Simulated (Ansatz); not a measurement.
GaCo, space group Pm-3m, an equation of state with a fit

Computed with Ansatz's Python interface.

The cells in order, each with its output:

In [1]:
```python
import ansatz as az
import numpy as np

VECTORS = np.array([
    [2.878, 0.0, 0.0],
    [0.0, 2.878, 0.0],
    [0.0, 0.0, 2.878],
])
SITES = [
    ('Ga', (0.5, 0.5, 0.5), 0.0),
    ('Co', (0.0, 0.0, 0.0), 1.8),
]
```

In [2]:
```python
def make_crystal(cell):
    crystal = az.Crystal(lattice=az.Lattice.of(cell))
    for symbol, position, moment in SITES:
        crystal = crystal.atom(symbol, position, moment=moment or None)
    return crystal
```

In [3]:
```python
# scale the volume, keep shape and fractions
volumes, energies = [], []
for scale in np.linspace(0.94, 1.06, 7):
    cell = VECTORS * scale ** (1 / 3)
    setup = make_crystal(cell).calculation()
    setup = setup.functional(az.Functional.PBE)
    setup = setup.occupations('Fermi-Dirac', width=0.05)
    setup = setup.spin('collinear')
    setup = setup.basis(500)
    setup = setup.kpoints(8, 8, 8)
    data = setup.run(threads=1).report
    volumes.append(abs(np.linalg.det(cell)) / len(SITES))
    energies.append(data['free_energy_ev'] / len(SITES))
    print(f'V = {volumes[-1]:8.4f} A^3/atom  F = {energies[-1]:.5f} eV/atom')
```
```text
RunWarning: the starting moments were not kept: the SCF closed with an absolute magnetisation of 1.5e-1 μB, where they sum to 1.8 μB in size (1 site). That is at most 0.1 of that sum. The system's [...]
V =  11.2039 A^3/atom  F = -4454.81444 eV/atom
RunWarning: the net moment that the starting moments add up to was not kept: the SCF closed with a net magnetisation of 1.5e-1 μB in size, at most 0.1 of the 1.8 μB that the starting moments add up [...]
V =  11.4423 A^3/atom  F = -4454.83123 eV/atom
V =  11.6807 A^3/atom  F = -4454.84137 eV/atom
V =  11.9191 A^3/atom  F = -4454.84559 eV/atom
V =  12.1575 A^3/atom  F = -4454.84449 eV/atom
V =  12.3958 A^3/atom  F = -4454.83860 eV/atom
V =  12.6342 A^3/atom  F = -4454.82846 eV/atom
```

In [4]:
```python
# third-order Birch-Murnaghan: a cubic in V^(-2/3)
x = np.array(volumes) ** (-2 / 3)
poly = np.polynomial.Polynomial.fit(x, energies, 3).convert()
roots = poly.deriv().roots()
x0 = min((r.real for r in roots if abs(r.imag) < 1e-9 and poly.deriv(2)(r.real) > 0), key=lambda r: abs(r - x.mean()))
v0 = x0 ** -1.5
b0 = 4 / 9 * poly.deriv(2)(x0) * v0 ** (-7 / 3) * 160.21766
b1 = 4 + 2 / 3 * x0 * poly.deriv(3)(x0) / poly.deriv(2)(x0)
print(f'V0 = {v0:.4f} A^3/atom, B0 = {b0:.1f} GPa, dB/dP = {b1:.2f}')
```
```text
V0 = 11.9852 A^3/atom, B0 = 174.2 GPa, dB/dP = 4.53
```

A third-order Birch-Murnaghan fit through the 7 points has its minimum at 11.99 Å³ an atom, 0.6 % above the typed cell, with a bulk modulus of 174 GPa and dB/dP = 4.5. From that minimum the energy rises by 31.3 meV an atom on the compressed side and 17.3 meV on the expanded side.

Total energies depend on the potentials; only differences at equal settings carry meaning. The SCF didn't keep the moments it started from (some shrank, vanished or turned); what is printed is the state reached. The mesh is modest for a metal, so energies can be off by several to tens of meV an atom and pressures by half a GPa or more; differences at equal mesh fare better. The starting cell is as deposited in a crystallographic database; the results hold for this polymorph, which needn't be the stable one. Warnings are shown shortened and without file and line. Timing: 33 s on 1 thread of Arm Neoverse V1, with other jobs on the host, peak memory 0.39 GiB.

(Lines on the test bed's own set-up are left out of the output.)
